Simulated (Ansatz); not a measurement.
**CH6AlNS: rotation by 180° about the Al2–S4 bond**

How high is the barrier for the rotation by 180° about the Al2–S4 bond? Relax the two ends, then run a nudged elastic band between them. SMILES of the start: [CH3][Al]([NH2])[SH].

Method: RKS PBE-D4/def2-SVP, in Ansatz 0.2.0.

## 1. Starting point

Bond lengths: C1–Al2 1.983 Å, Al2–N3 1.779 Å, Al2–S4 2.208 Å, C1–H5 1.094 Å, C1–H6 1.095 Å, C1–H7 1.093 Å, N3–H8 1.011 Å, N3–H9 1.013 Å, S4–H10 1.328 Å. Angles: C1–Al2–N3 126.4°, C1–Al2–S4 118.8°, N3–Al2–S4 114.8°, Al2–C1–H5 112.0°, Al2–C1–H6 111.5°, Al2–C1–H7 111.7°, H5–C1–H6 107.0°, H5–C1–H7 106.7°, H6–C1–H7 107.7°, Al2–N3–H8 122.4°, Al2–N3–H9 129.9°, H8–N3–H9 107.7°, Al2–S4–H10 90.3°.

Coordinates:

```xyz
10

C    -1.4122    1.0862    0.1695
Al    0.2686    0.0669   -0.0936
N     0.5564   -1.6285    0.3622
S     1.9823    1.0707   -1.0589
H    -2.1910    0.7809   -0.5353
H    -1.2559    2.1606    0.0288
H    -1.8219    0.9392    1.1724
H    -0.1548   -2.2008    0.7973
H     1.3938   -2.1909    0.2744
H     2.6348   -0.0843   -1.1167
```

## 2. Relaxing end A

The input, input.yaml:

```yaml
crystal:
  periodic: [false, false, false]
  atoms:
    - { symbol: C, position_ang: [-1.41217, 1.08616, 0.16952] }
    - { symbol: Al, position_ang: [0.26864, 0.06688, -0.09365] }
    - { symbol: "N", position_ang: [0.55639, -1.62847, 0.36223] }
    - { symbol: S, position_ang: [1.98226, 1.07072, -1.05893] }
    - { symbol: H, position_ang: [-2.19103, 0.78091, -0.53527] }
    - { symbol: H, position_ang: [-1.25591, 2.16063, 0.02879] }
    - { symbol: H, position_ang: [-1.82195, 0.93923, 1.17239] }
    - { symbol: H, position_ang: [-0.15481, -2.20084, 0.79725] }
    - { symbol: H, position_ang: [1.39379, -2.1909, 0.27437] }
    - { symbol: H, position_ang: [2.63479, -0.08432, -1.11671] }
basis:
  gaussian: { orbitals: def2-SVP }
hamiltonian:
  xc: pbe
  dispersion: d4
relax:
  f_tol: 0.015
  max_steps: 40
```

Run with:

```console
$ ansatz run input.yaml --threads 2 --pin off --max-ram 3072MiB --backend cpu --events-out ev --progress --plain --runs-dir out
```

Standard output (excerpt; [...] marks lines left out):

```text
Warning: RAYON_NUM_THREADS=2 ignored (pool sized by the plan → 2); use --threads N
[...]
Functional definition: PBE
[...]
1076 factors; their error is unknown
[...]
mean field -20040.21418851 eV, -736.4642876826 hartree, gradient 6.4e-5 eV, S^2 0.000000; 0 other end points of the search recorded, 0 dependent functions left out
[...]
reference -20040.21422683 eV, -736.4642890909 hartree; 24, 24 occupied and 70, 70 virtual orbitals, 1076 factors
relax step   1: F+E_penalty+E_count = -20040.40148917 eV  Δ(F+E_penalty+E_count) = +0.000e0 eV  max|allowed force component| = 8.274e-1 eV/Å  Δτ_max = 0.0000 Å  (26 SCF iters, accepted)
[...]
relax step   4: F+E_penalty+E_count = -20040.46649906 eV  Δ(F+E_penalty+E_count) = -4.205e-3 eV  max|allowed force component| = 6.753e-2 eV/Å  Δτ_max = 0.0309 Å  (29 SCF iters, accepted)
[...]
relax step   7: F+E_penalty+E_count = -20040.46778952 eV  Δ(F+E_penalty+E_count) = -2.462e-4 eV  max|allowed force component| = 1.061e-2 eV/Å  Δτ_max = 0.0224 Å  (29 SCF iters, accepted)
[...]
relax step  10: F+E_penalty+E_count = -20040.46775091 eV  Δ(F+E_penalty+E_count) = +4.433e-4 eV  max|allowed force component| = 1.565e-1 eV/Å  Δτ_max = 0.0999 Å  (28 SCF iters, rejected (line search))
[...]
relax step  13: F+E_penalty+E_count = -20040.46381022 eV  Δ(F+E_penalty+E_count) = +4.899e-3 eV  max|allowed force component| = 2.643e-1 eV/Å  Δτ_max = 0.0430 Å  (29 SCF iters, rejected (line search))
[...]
relax step  14: F+E_penalty+E_count = -20040.46896020 eV  Δ(F+E_penalty+E_count) = -2.506e-4 eV  max|allowed force component| = 5.555e-3 eV/Å  Δτ_max = 0.0215 Å  (29 SCF iters, accepted)
```

## 3. More of the same log: end point A relaxed

The log, continued (excerpt; [...] marks lines left out):

```text
[...]
1076 factors; their error is unknown
mean field -20040.28252477 eV, -736.4667989941 hartree, gradient 2.4e-5 eV, S^2 0.000000; 0 other end points of the search recorded, 0 dependent functions left out
[...]
reference -20040.28256307 eV, -736.4668004013 hartree; 24, 24 occupied and 70, 70 virtual orbitals, 1076 factors
relax step  15: F+E_penalty+E_count = -20040.46929046 eV  Δ(F+E_penalty+E_count) = -3.303e-4 eV  max|allowed force component| = 4.190e-2 eV/Å  Δτ_max = 0.0489 Å  (28 SCF iters, accepted)
[...]
relax step  17: F+E_penalty+E_count = -20040.46969414 eV  Δ(F+E_penalty+E_count) = -2.700e-4 eV  max|allowed force component| = 5.318e-2 eV/Å  Δτ_max = 0.0142 Å  (29 SCF iters, accepted)
[...]
relax step  19: F+E_penalty+E_count = -20040.47041318 eV  Δ(F+E_penalty+E_count) = -3.029e-4 eV  max|allowed force component| = 7.335e-2 eV/Å  Δτ_max = 0.0879 Å  (28 SCF iters, accepted)
[...]
Atom 0 at    -1.395518     1.047251     0.164617 Å, force    -0.000321    -0.000039    -0.000171 eV/Å
Atom 1 at     0.268345     0.063218    -0.143334 Å, force    -0.000103     0.001983    -0.001023 eV/Å
Atom 2 at     0.532534    -1.587467     0.484778 Å, force     0.000913    -0.004482     0.002050 eV/Å
Atom 3 at     1.879982     1.020943    -1.322469 Å, force    -0.000372     0.000133    -0.000011 eV/Å
Atom 4 at    -1.986093     1.124497    -0.772729 Å, force     0.000158     0.001421    -0.000215 eV/Å
Atom 5 at    -1.190677     2.084576     0.502044 Å, force    -0.000173    -0.000382     0.001070 eV/Å
Atom 6 at    -2.039309     0.562709     0.927147 Å, force    -0.000412    -0.000461    -0.001014 eV/Å
Atom 7 at    -0.153983    -2.102193     1.041456 Å, force    -0.000145     0.001216     0.000165 eV/Å
Atom 8 at     1.366373    -2.163571     0.353172 Å, force     0.000419     0.001250    -0.000254 eV/Å
Atom 9 at     2.718348    -0.049964    -1.234691 Å, force     0.000036    -0.000638    -0.000597 eV/Å
Dipole moment:    -0.106396    -0.429491     0.239608 e Å
```

Run time: 36 s. Hardware: 2 threads of Arm Neoverse V2, shared host; peak memory 0.14 GiB.

Relaxation path:

```csv
step,energy from step 1 (eV),largest force component (eV/Å)
1,0.0000,0.8274
2,-0.0579,0.2693
3,-0.0608,0.2567
4,-0.0650,0.0675
5x,-0.0618,0.0989
6,-0.0661,0.0434
7,-0.0663,0.0106
8,-0.0665,0.0497
9,-0.0667,0.0465
10x,-0.0663,0.1565
11,-0.0672,0.0309
12x,-0.0669,0.1403
13x,-0.0623,0.2643
14,-0.0675,0.0056
15,-0.0678,0.0419
16,-0.0679,0.0727
17,-0.0682,0.0532
18,-0.0686,0.0236
19,-0.0689,0.0733
20,-0.0692,0.0390
21,-0.0694,0.0055
22,-0.0695,0.0576
23,-0.0697,0.0177
24,-0.0698,0.0045
```

Step 1 is the start. 4 steps were tried and not accepted (marked x).

After: Bond lengths: C1–Al2 1.957 Å, Al2–N3 1.786 Å, Al2–S4 2.215 Å, C1–H5 1.111 Å, C1–H6 1.110 Å, C1–H7 1.109 Å, N3–H8 1.023 Å, N3–H9 1.022 Å, S4–H10 1.363 Å. Angles: C1–Al2–N3 122.4°, C1–Al2–S4 119.0°, N3–Al2–S4 118.6°, Al2–C1–H5 110.7°, Al2–C1–H6 111.1°, Al2–C1–H7 112.4°, H5–C1–H6 106.8°, H5–C1–H7 107.6°, H6–C1–H7 107.8°, Al2–N3–H8 123.9°, Al2–N3–H9 126.6°, H8–N3–H9 109.5°, Al2–S4–H10 94.2°.

## 4. Relaxing end B

The second end starts from a geometry with the move made by hand.

input.yaml: that of step 2 with these lines changed.

```diff
@@ -12,3 +12,3 @@
     - { symbol: H, position_ang: [1.39379, -2.1909, 0.27437] }
-    - { symbol: H, position_ang: [2.63479, -0.08432, -1.11671] }
+    - { symbol: H, position_ang: [1.33991, 2.23173, -1.00689] }
 basis:
@@ -21 +21,3 @@
   max_steps: 40
+output:
+  orbitals: {}
```

Run with:

```console
$ ansatz run input.yaml --threads 2 --pin off --max-ram 3072MiB --backend cpu --events-out ev --progress --plain --runs-dir out
```

Standard output (excerpt; [...] marks lines left out):

```text
Warning: RAYON_NUM_THREADS=2 ignored (pool sized by the plan → 2); use --threads N
[...]
[... 1 set-up line as earlier in the session ...]
[...]
1076 factors; their error is unknown
[...]
mean field -20040.22478984 eV, -736.4646772744 hartree, gradient 6.5e-5 eV, S^2 0.000000; 0 other end points of the search recorded, 0 dependent functions left out
[...]
reference -20040.22482801 eV, -736.4646786773 hartree; 24, 24 occupied and 70, 70 virtual orbitals, 1076 factors
relax step   1: F+E_penalty+E_count = -20040.41241495 eV  Δ(F+E_penalty+E_count) = +0.000e0 eV  max|allowed force component| = 8.556e-1 eV/Å  Δτ_max = 0.0000 Å  (27 SCF iters, accepted)
[...]
relax step   5: F+E_penalty+E_count = -20040.47636542 eV  Δ(F+E_penalty+E_count) = -2.203e-3 eV  max|allowed force component| = 5.825e-2 eV/Å  Δτ_max = 0.0475 Å  (28 SCF iters, accepted)
[...]
relax step   9: F+E_penalty+E_count = -20040.47772413 eV  Δ(F+E_penalty+E_count) = -3.451e-4 eV  max|allowed force component| = 2.313e-2 eV/Å  Δτ_max = 0.0221 Å  (28 SCF iters, accepted)
[...]
relax step  13: F+E_penalty+E_count = -20040.47833450 eV  Δ(F+E_penalty+E_count) = +1.543e-3 eV  max|allowed force component| = 2.406e-1 eV/Å  Δτ_max = 0.1368 Å  (27 SCF iters, rejected (line search))
[...]
relax step  16: F+E_penalty+E_count = -20040.48073144 eV  Δ(F+E_penalty+E_count) = -9.099e-5 eV  max|allowed force component| = 1.426e-1 eV/Å  Δτ_max = 0.0980 Å  (27 SCF iters, accepted)
[...]
relax step  17: F+E_penalty+E_count = -20040.48180409 eV  Δ(F+E_penalty+E_count) = -1.073e-3 eV  max|allowed force component| = 3.017e-2 eV/Å  Δτ_max = 0.0097 Å  (29 SCF iters, accepted)
```

## 5. The output, continued: end point B relaxed

The log, continued:

```text
these checks for a lower state are left out or cut short: starts, cluster_reference, orbital_swaps, neighbouring_geometries, increment
1076 factors; their error is unknown
mean field -20040.29531559 eV, -736.4672690481 hartree, gradient 2.3e-5 eV, S^2 0.000000; 0 other end points of the search recorded, 0 dependent functions left out
the calculation of the forces begins
reference -20040.29535378 eV, -736.4672704515 hartree; 24, 24 occupied and 70, 70 virtual orbitals, 1076 factors
relax step  18: F+E_penalty+E_count = -20040.48230272 eV  Δ(F+E_penalty+E_count) = -4.986e-4 eV  max|allowed force component| = 8.611e-3 eV/Å  Δτ_max = 0.0344 Å  (28 SCF iters, accepted)
these checks for a lower state are left out or cut short: starts, cluster_reference, orbital_swaps, neighbouring_geometries, increment
1076 factors; their error is unknown
mean field -20040.28383502 eV, -736.4668471448 hartree, gradient 2.2e-5 eV, S^2 0.000000; 0 other end points of the search recorded, 0 dependent functions left out
the calculation of the forces begins
reference -20040.28387314 eV, -736.4668485456 hartree; 24, 24 occupied and 70, 70 virtual orbitals, 1076 factors
relax step  19: F+E_penalty+E_count = -20040.47091894 eV  Δ(F+E_penalty+E_count) = +1.138e-2 eV  max|allowed force component| = 4.871e-1 eV/Å  Δτ_max = 0.1970 Å  (25 SCF iters, rejected (line search))
these checks for a lower state are left out or cut short: starts, cluster_reference, orbital_swaps, neighbouring_geometries, increment
1076 factors; their error is unknown
mean field -20040.29508673 eV, -736.4672606373 hartree, gradient 2.2e-5 eV, S^2 0.000000; 0 other end points of the search recorded, 0 dependent functions left out
the calculation of the forces begins
reference -20040.29512500 eV, -736.4672620439 hartree; 24, 24 occupied and 70, 70 virtual orbitals, 1076 factors
relax step  20: F+E_penalty+E_count = -20040.48210971 eV  Δ(F+E_penalty+E_count) = +1.930e-4 eV  max|allowed force component| = 1.382e-1 eV/Å  Δτ_max = 0.0963 Å  (27 SCF iters, rejected (line search))
these checks for a lower state are left out or cut short: starts, cluster_reference, orbital_swaps, neighbouring_geometries, increment
1076 factors; their error is unknown
mean field -20040.29578501 eV, -736.4672862986 hartree, gradient 2.3e-5 eV, S^2 0.000000; 0 other end points of the search recorded, 0 dependent functions left out
the calculation of the forces begins
reference -20040.29582328 eV, -736.4672877053 hartree; 24, 24 occupied and 70, 70 virtual orbitals, 1076 factors
relax step  21: F+E_penalty+E_count = -20040.48277988 eV  Δ(F+E_penalty+E_count) = -4.772e-4 eV  max|allowed force component| = 1.591e-2 eV/Å  Δτ_max = 0.0470 Å  (28 SCF iters, accepted)
these checks for a lower state are left out or cut short: starts, cluster_reference, orbital_swaps, neighbouring_geometries, increment
1076 factors; their error is unknown
mean field evaluation 160: about -20040.2949 eV, gradient 1.6e-1 eV
mean field -20040.29496541 eV, -736.4672561792 hartree, gradient 2.3e-5 eV, S^2 0.000000; 0 other end points of the search recorded, 0 dependent functions left out
the calculation of the forces begins
reference -20040.29500363 eV, -736.4672575835 hartree; 24, 24 occupied and 70, 70 virtual orbitals, 1076 factors
relax step  22: F+E_penalty+E_count = -20040.48198443 eV  Δ(F+E_penalty+E_count) = +7.955e-4 eV  max|allowed force component| = 1.697e-1 eV/Å  Δτ_max = 0.0982 Å  (27 SCF iters, rejected (line search))
these checks for a lower state are left out or cut short: starts, cluster_reference, orbital_swaps, neighbouring_geometries, increment
1076 factors; their error is unknown
mean field -20040.29401378 eV, -736.4672212073 hartree, gradient 2.4e-5 eV, S^2 0.000000; 0 other end points of the search recorded, 0 dependent functions left out
the calculation of the forces begins
reference -20040.29405204 eV, -736.4672226133 hartree; 24, 24 occupied and 70, 70 virtual orbitals, 1076 factors
relax step  23: F+E_penalty+E_count = -20040.48097125 eV  Δ(F+E_penalty+E_count) = +1.809e-3 eV  max|allowed force component| = 3.281e-1 eV/Å  Δτ_max = 0.0107 Å  (29 SCF iters, rejected (line search))
these checks for a lower state are left out or cut short: starts, cluster_reference, orbital_swaps, neighbouring_geometries, increment
1076 factors; their error is unknown
mean field -20040.29585054 eV, -736.4672887069 hartree, gradient 1.1e-5 eV, S^2 0.000000; 0 other end points of the search recorded, 0 dependent functions left out
the calculation of the forces begins
reference -20040.29588882 eV, -736.4672901138 hartree; 24, 24 occupied and 70, 70 virtual orbitals, 1076 factors
relax step  24: F+E_penalty+E_count = -20040.48284086 eV  Δ(F+E_penalty+E_count) = -6.098e-5 eV  max|allowed force component| = 1.066e-2 eV/Å  Δτ_max = 0.0052 Å  (23 SCF iters, accepted)
these checks for a lower state are left out or cut short: starts, cluster_reference, orbital_swaps, neighbouring_geometries, increment
1076 factors; their error is unknown
mean field -20040.29624998 eV, -736.4673033862 hartree, gradient 2.3e-5 eV, S^2 0.000000; 0 other end points of the search recorded, 0 dependent functions left out
the calculation of the forces begins
reference -20040.29628826 eV, -736.4673047929 hartree; 24, 24 occupied and 70, 70 virtual orbitals, 1076 factors
relax step  25: F+E_penalty+E_count = -20040.48323914 eV  Δ(F+E_penalty+E_count) = -3.983e-4 eV  max|allowed force component| = 1.732e-2 eV/Å  Δτ_max = 0.0488 Å  (28 SCF iters, accepted)
these checks for a lower state are left out or cut short: starts, cluster_reference, orbital_swaps, neighbouring_geometries, increment
1076 factors; their error is unknown
mean field -20040.29605485 eV, -736.4672962153 hartree, gradient 2.5e-5 eV, S^2 0.000000; 0 other end points of the search recorded, 0 dependent functions left out
the calculation of the forces begins
reference -20040.29609304 eV, -736.4672976185 hartree; 24, 24 occupied and 70, 70 virtual orbitals, 1076 factors
relax step  26: F+E_penalty+E_count = -20040.48303752 eV  Δ(F+E_penalty+E_count) = +2.016e-4 eV  max|allowed force component| = 1.040e-1 eV/Å  Δτ_max = 0.0738 Å  (27 SCF iters, rejected (line search))
these checks for a lower state are left out or cut short: starts, cluster_reference, orbital_swaps, neighbouring_geometries, increment
1076 factors; their error is unknown
mean field evaluation 192: about -20040.3472 eV, gradient 1.3e0 eV
mean field -20040.29409826 eV, -736.4672243119 hartree, gradient 2.4e-5 eV, S^2 0.000000; 0 other end points of the search recorded, 0 dependent functions left out
the calculation of the forces begins
reference -20040.29413653 eV, -736.4672257182 hartree; 24, 24 occupied and 70, 70 virtual orbitals, 1076 factors
relax step  27: F+E_penalty+E_count = -20040.48112666 eV  Δ(F+E_penalty+E_count) = +2.112e-3 eV  max|allowed force component| = 1.942e-1 eV/Å  Δτ_max = 0.0264 Å  (28 SCF iters, rejected (line search))
these checks for a lower state are left out or cut short: starts, cluster_reference, orbital_swaps, neighbouring_geometries, increment
1076 factors; their error is unknown
mean field -20040.29635819 eV, -736.4673073627 hartree, gradient 2.4e-5 eV, S^2 0.000000; 0 other end points of the search recorded, 0 dependent functions left out
the calculation of the forces begins
reference -20040.29639646 eV, -736.4673087690 hartree; 24, 24 occupied and 70, 70 virtual orbitals, 1076 factors
relax step  28: F+E_penalty+E_count = -20040.48335294 eV  Δ(F+E_penalty+E_count) = -1.138e-4 eV  max|allowed force component| = 6.242e-3 eV/Å  Δτ_max = 0.0132 Å  (29 SCF iters, accepted)
1076 factors; their error is unknown
mean field evaluation 224: about -20040.2964 eV, gradient 6.7e-5 eV
mean field -20040.29635819 eV, -736.4673073627 hartree, gradient 2.3e-5 eV, S^2 0.000000; 1 other end points of the search recorded, 0 dependent functions left out
the calculation of the forces begins
reference -20040.29639646 eV, -736.4673087690 hartree; 24, 24 occupied and 70, 70 virtual orbitals, 1076 factors
Total energy: -20040.48339121 eV, -736.4741806994 hartree
Atom 0 at    -1.407352     1.054754     0.200346 Å, force    -0.003843     0.002858     0.000092 eV/Å
Atom 1 at     0.280032     0.101622    -0.097364 Å, force    -0.001080    -0.003701     0.000424 eV/Å
Atom 2 at     0.541527    -1.570778     0.465418 Å, force     0.000189     0.004723    -0.001212 eV/Å
Atom 3 at     1.989711     1.017771    -1.167125 Å, force    -0.000653     0.001191    -0.000995 eV/Å
Atom 4 at    -1.950861     1.208654    -0.756145 Å, force     0.003971     0.001384     0.005784 eV/Å
Atom 5 at    -1.234850     2.060000     0.638982 Å, force    -0.001942    -0.006242    -0.000505 eV/Å
Atom 6 at    -2.083038     0.499500     0.883479 Å, force     0.002399     0.002884    -0.005059 eV/Å
Atom 7 at    -0.146904    -2.127210     0.976554 Å, force    -0.000022    -0.000972     0.000942 eV/Å
Atom 8 at     1.393569    -2.118440     0.327540 Å, force     0.000678    -0.000784     0.000867 eV/Å
Atom 9 at     1.323287     2.190177    -1.361875 Å, force     0.000302    -0.001342    -0.000338 eV/Å
Dipole moment:    -0.310303    -0.142948     0.183009 e Å
```

It took 41 s on 2 threads of Arm Neoverse V2, shared host; peak memory 0.14 GiB.

Step by step:

```csv
step,energy from step 1 (eV),largest force component (eV/Å)
1,0.0000,0.8556
2,-0.0514,0.2070
3,-0.0574,0.1943
4,-0.0617,0.0959
5,-0.0639,0.0583
6,-0.0650,0.0175
7x,-0.0619,0.2825
8x,-0.0648,0.0570
9,-0.0653,0.0231
10,-0.0660,0.1136
11,-0.0668,0.0378
12,-0.0675,0.0279
13x,-0.0659,0.2406
14x,-0.0633,0.1161
15,-0.0682,0.0127
16,-0.0683,0.1426
17,-0.0694,0.0302
18,-0.0699,0.0086
19x,-0.0585,0.4871
20x,-0.0697,0.1382
21,-0.0704,0.0159
22x,-0.0696,0.1697
23x,-0.0686,0.3281
24,-0.0704,0.0107
25,-0.0708,0.0173
26x,-0.0706,0.1040
27x,-0.0687,0.1942
28,-0.0709,0.0062
```

Step 1 is the start. 10 steps were tried and not accepted (marked x).

After: Bond lengths: C1–Al2 1.961 Å, Al2–N3 1.784 Å, Al2–S4 2.215 Å, C1–H5 1.111 Å, C1–H6 1.110 Å, C1–H7 1.110 Å, N3–H8 1.022 Å, N3–H9 1.022 Å, S4–H10 1.363 Å. Angles: C1–Al2–N3 122.3°, C1–Al2–S4 122.4°, N3–Al2–S4 115.3°, Al2–C1–H5 111.0°, Al2–C1–H6 111.5°, Al2–C1–H7 112.0°, H5–C1–H6 106.9°, H5–C1–H7 107.5°, H6–C1–H7 107.7°, Al2–N3–H8 124.7°, Al2–N3–H9 125.6°, H8–N3–H9 109.7°, Al2–S4–H10 92.7°.

[end of part 1 of 2]
